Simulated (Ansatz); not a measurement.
# Molecular dynamics of KMg$_{3}$AlGe$_{3}$O$_{10}$F$_{2}$

The input (input.yaml):

```yaml
accuracy: low
crystal:
  lattice:
    - [5.574967, 0.0, 0.0]
    - [2.786612, 4.829874, 0.0]
    - [0.896776, 1.605423, 10.731781]
  atoms:
    - { symbol: K, position: [-0.02863172, 0.51025551, 0.98135822] }
    - { symbol: Mg, position: [0.60914246, 0.72078202, 0.51459675] }
    - { symbol: Mg, position: [0.30735988, 0.35489338, 0.51835504] }
    - { symbol: Mg, position: [-0.05099961, 0.04282956, 0.50913605] }
    - { symbol: Al, position: [0.32703969, 0.9361465, 0.76911684] }
    - { symbol: Ge, position: [0.67706977, 0.24295988, 0.76516524] }
    - { symbol: Ge, position: [0.61806502, 0.15921371, 0.24104769] }
    - { symbol: Ge, position: [0.31006674, 0.7820543, 0.23488496] }
    - { symbol: O, position: [0.51245903, 0.06750747, 0.83336472] }
    - { symbol: O, position: [0.59579906, 0.58225011, 0.81211413] }
    - { symbol: O, position: [0.52265424, 0.92069151, 0.18788267] }
    - { symbol: O, position: [0.4173013, 0.49620019, 0.16701329] }
    - { symbol: O, position: [0.29994193, 1.0100586, 0.59947529] }
    - { symbol: O, position: [0.61836591, 0.35047796, 0.60227903] }
    - { symbol: O, position: [0.63159887, 0.06654312, 0.40963342] }
    - { symbol: O, position: [0.31262741, 0.72547906, 0.39867614] }
    - { symbol: O, position: [0.00297209, 1.02653295, 0.82636268] }
    - { symbol: O, position: [-0.0476109, 0.08410128, 0.16383384] }
    - { symbol: F, position: [-0.04339659, 0.66468875, 0.59606033] }
    - { symbol: F, position: [0.88939649, 0.39124185, 0.4286028] }
basis:
  ecutwfc: 500.0
kpoints:
  mp_grid: { grid: [2, 2, 1] }
hamiltonian:
  xc: r2scan
scf:
  occupations: { method: fermi_dirac, width: 0.05 }
  lower_state_search: "off"
md:
  timestep: 1
  n_steps: 150
  ensemble: nvt_nose_hoover
  temperature: 1440.0
  initial_velocities: maxwell_boltzmann
  seed: 16355
  nose_hoover: { tau: 100.0, chain_length: 1 }
```

Run as:

```bash
$ ansatz run input.yaml --threads 2 --pin off --max-ram 5120MiB --backend cpu --events-out ev --progress --plain --runs-dir out
```

It goes on from the last frame of an earlier run, with new velocities.

Output, in part (step lines):

```
md step     0: t =     0.00 fs  T =  1440.0 K  F+E_penalty+E_count = -28094.09218145 eV  E_kin = 3.536554 eV  conserved = -28090.55562788 eV  (10 SCF iters)
md step     1: t =     1.00 fs  T =  1423.2 K  F+E_penalty+E_count = -28094.05064265 eV  E_kin = 3.495200 eV  conserved = -28090.55544329 eV  (9 SCF iters)
md step     2: t =     2.00 fs  T =  1398.3 K  F+E_penalty+E_count = -28093.98938682 eV  E_kin = 3.434245 eV  conserved = -28090.55515289 eV  (9 SCF iters)
md step     3: t =     3.00 fs  T =  1367.5 K  F+E_penalty+E_count = -28093.91323264 eV  E_kin = 3.358458 eV  conserved = -28090.55481506 eV  (9 SCF iters)
md step     4: t =     4.00 fs  T =  1332.9 K  F+E_penalty+E_count = -28093.82791244 eV  E_kin = 3.273528 eV  conserved = -28090.55448606 eV  (9 SCF iters)
md step     5: t =     5.00 fs  T =  1296.9 K  F+E_penalty+E_count = -28093.73921130 eV  E_kin = 3.185220 eV  conserved = -28090.55420170 eV  (4 SCF iters)
md step     6: t =     6.00 fs  T =  1261.7 K  F+E_penalty+E_count = -28093.65236543 eV  E_kin = 3.098768 eV  conserved = -28090.55397574 eV  (3 SCF iters)
md step     7: t =     7.00 fs  T =  1229.1 K  F+E_penalty+E_count = -28093.57179980 eV  E_kin = 3.018620 eV  conserved = -28090.55379775 eV  (3 SCF iters)
[... lines left out ...]
md step   150: t =   150.00 fs  T =  1514.8 K  F+E_penalty+E_count = -28093.24562171 eV  E_kin = 3.720228 eV  conserved = -28090.55043541 eV  (9 SCF iters)
```

The steps, from the saved trajectory:

```tsv
time (fs)	T (K)	potential energy less start (eV)	conserved less start (meV/atom)
0	1440	0.000	0.00
5	1297	0.353	0.07
10	1162	0.688	0.12
15	1234	0.514	0.11
20	1438	0.018	-0.05
25	1342	0.261	-0.06
30	947	1.243	0.16
35	903	1.361	0.23
40	1367	0.231	-0.08
45	1504	-0.082	-0.12
50	1135	0.851	0.15
55	939	1.349	0.18
60	1043	1.114	0.06
65	1123	0.945	0.09
70	1207	0.772	0.11
75	1332	0.502	0.04
80	1335	0.536	0.05
85	1299	0.668	0.11
90	1385	0.500	0.08
95	1475	0.324	-0.03
100	1351	0.680	0.14
105	1315	0.811	0.08
110	1276	0.954	0.07
115	1117	1.388	0.12
120	928	1.895	0.15
125	815	2.211	0.23
130	997	1.805	0.19
135	1390	0.901	0.10
140	1711	0.192	0.00
145	1701	0.305	0.00
150	1515	0.847	0.26
```

The run went to its last step. The conserved energy stayed within 0.28 meV per atom of its start (net change 0.26 meV per atom), so the integration is sound. A run of 0.15 ps of so small a system gives no equilibrium averages. Limits of this set-up: coarse k mesh, low accuracy level.

Mean squared displacements from the first frame to the last, about the centre of mass: K 0.60 Å², Mg 0.05 Å², Al 0.07 Å², Ge 0.05 Å², O 0.20 Å², F 0.22 Å².

Last frame:

```xyz
20
Lattice="5.5750 0.0000 0.0000 2.7866 4.8299 0.0000 0.8968 1.6054 10.7318" Properties=species:S:1:pos:R:3
K 2.919 4.034 10.533
Mg 5.730 4.125 5.683
Mg 3.111 2.421 5.620
Mg 0.361 0.943 5.272
Al 4.928 5.784 8.433
Ge 4.896 2.520 8.331
Ge 4.156 0.958 2.492
Ge 4.139 4.191 2.421
O 3.241 2.248 8.906
O 5.104 4.114 8.755
O 5.331 5.233 1.785
O 4.148 2.614 1.623
O 5.007 5.877 6.487
O 5.052 2.462 6.549
O 4.109 1.095 4.268
O 4.112 4.206 4.271
O 3.338 6.387 9.064
O -0.251 0.207 1.812
F 2.643 4.271 6.450
F 6.849 2.545 4.670
```

The run took 18 min on 2 threads of Intel(R) Xeon(R) Platinum 8259CL CPU @ 2.50GHz (Skylake/Cascade Lake), with other jobs on the host, peak memory 1.2 GiB.
